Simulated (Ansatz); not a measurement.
# GeNH2 (quartet): wave-function methods side by side, cc-pVDZ

One table from this session's results is given with a row withheld; the runs are named, their logs left out.

The runs use Ansatz 0.2.0, Gaussian basis; cc-pVDZ, core rule «outside noble gas», up to 15 orbitals frozen.

The runs, in order: UHF; CCSD(T) on ROHF; CCSD(T) on UHF; BCCD(T) on ROHF; CISD; CCSDT(Q) on ROHF; CCSDT(Q) on UHF; CASSCF and MRCISD+Q, 11 electrons in 10 orbitals; CASSCF and NEVPT2, 11 electrons in 10 orbitals.

21 further runs of the same task are left out: 1 for a known fault of the program, 7 that didn't finish, 13 set aside as unsound or not needed.

## What is computed

The geometry is a PBE0/def2-TZVP stationary point (not a proven minimum). No spin-orbit coupling is included. The filled d shell of Ge may be among the frozen orbitals whatever the setting's name suggests; the logs give the count.

4 atoms, charge 0, spin multiplicity 4.

Atoms are counted from 1 here; the program's logs count them from 0.

Bond lengths: Ge1–N2 1.945 Å, Ge1–H3 1.555 Å, Ge1–H4 1.555 Å. Angles: N2–Ge1–H3 106.3°, N2–Ge1–H4 106.3°, H3–Ge1–H4 108.1°.

Set-up of the first run:

File in.yaml:

```yaml
crystal:
  periodic: [false, false, false]
  atoms:
    - {symbol: Ge, position_ang: [-0.034571, 0.000000, 0.295847]}
    - {symbol: N, position_ang: [0.072436, 0.000001, -1.645848]}
    - {symbol: H, position_ang: [0.742421, -1.258240, 0.775123]}
    - {symbol: H, position_ang: [0.742420, 1.258240, 0.775124]}
basis:
  gaussian: {orbitals: cc-pVDZ}
magnetization: {spin_polarized: true, initial_magnetization: 3}
hamiltonian: {xc: hf}
output: {orbitals: {seedname: orbitals}}
```

Command:

```sh
ansatz run in.yaml --threads 1 --pin off --events-out ev --progress --plain --max-ram 2393MiB
```

Among the steps run: UHF; CCSD(T) on ROHF; CCSD(T) on UHF; BCCD(T) on ROHF; CISD; CCSDT(Q) on ROHF; CCSDT(Q) on UHF; CASSCF and MRCISD+Q, 11 electrons in 10 orbitals; CASSCF and NEVPT2, 11 electrons in 10 orbitals.

One table of the session follows, with a row left open; its other results are not shown here.

```
          method  from UCCSDT(Q) (kcal/mol)
            ROHF                    +141.79
             UHF                    +136.48
            RMP2                     +27.53
            UMP2                     +27.42
           RCCSD                      +4.17
           UCCSD                      +3.94
        RCCSD(T)                          ?
        UCCSD(T)                      +0.93
         BCCD(T)                      +1.04
          RCCSDT                      +0.32
          UCCSDT                      +0.20
       RCCSDT(Q)                      +0.13
       UCCSDT(Q)                          0
  CASSCF valence                    +104.03
  NEVPT2 valence                     +22.63
  MRCISD valence                      +6.68
MRCISD+Q valence                      +0.41
```

Estimate the missing values for RCCSD(T).

The run gave: from UCCSDT(Q) (kcal/mol): +1.05. In the column «from UCCSDT(Q) (kcal/mol)» it lies between BCCD(T) (+1.04) and UCCSD (+3.94).

Not comparable, so not listed: CISD (they don't share determinant, frozen orbitals or solution with the rows shown, or repeat one).

Limits of these values: Restricted and unrestricted rows rest on different reference determinants; where their highest levels disagree by more than a few hundredths of an eV, they describe different states and don't form one ladder.
